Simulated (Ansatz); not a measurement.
Ca3Lu:

```
Lu Ca
1.0
     5.36177    0.00000    0.00000
     0.00000    5.36177    0.00000
     0.00000    0.00000    5.36177
Lu Ca
1 3
Direct
  0.50000 0.50000 0.50000
  0.00000 0.00000 0.50000
  0.00000 0.50000 0.00000
  0.50000 0.00000 0.00000
```

The cell comes from a database or a generator and needn't be the stable form of this composition.

```yaml
Program: Ansatz 0.2.0
Task: relaxation of cell and atoms
Functional: PBE
Dispersion: D3(BJ)
Potentials_or_basis: Ansatz PAW
Cutoff: "420 eV (not typed: the program's choice for these potentials)"
k_mesh: 5 × 5 × 5
Occupations: fermi-dirac, width 0.05 eV
Spin: no spin polarisation
```

At the start: volume 38.54 Å³/atom.

Where does the relaxation end?

It ends after 4 steps and the volume is 36.69 Å³/atom (-4.8 %); space group Pm-3m (No. 221, to 0.05 Å).

The path:
| step | energy change (eV) | largest force (eV/Å) | volume (Å³) |
| --- | --- | --- | --- |
| 1 | 0.0000 | 0.0000 | 154.14 |
| 2 | -0.0216 | 0.0000 | 149.52 |
| 3 | -0.0252 | 0.0000 | 146.76 |
| 4 | -0.0246 | 0.0000 | 146.76 |

Final structure:
```xyz
4
Lattice="5.2747 0.0000 0.0000 0.0000 5.2747 0.0000 0.0000 0.0000 5.2747" Properties=species:S:1:pos:R:3 pbc="T T T"
Lu    2.6374    2.6374    2.6374
Ca    0.0000    0.0000    2.6374
Ca    0.0000    2.6374    0.0000
Ca    2.6374    0.0000    0.0000
```

Caveat: the plane-wave basis is chosen anew once the cell has moved, so the energies of steps on either side of that aren't comparable; pairwise dispersion overbinds metals, which lowers pressure and volume.
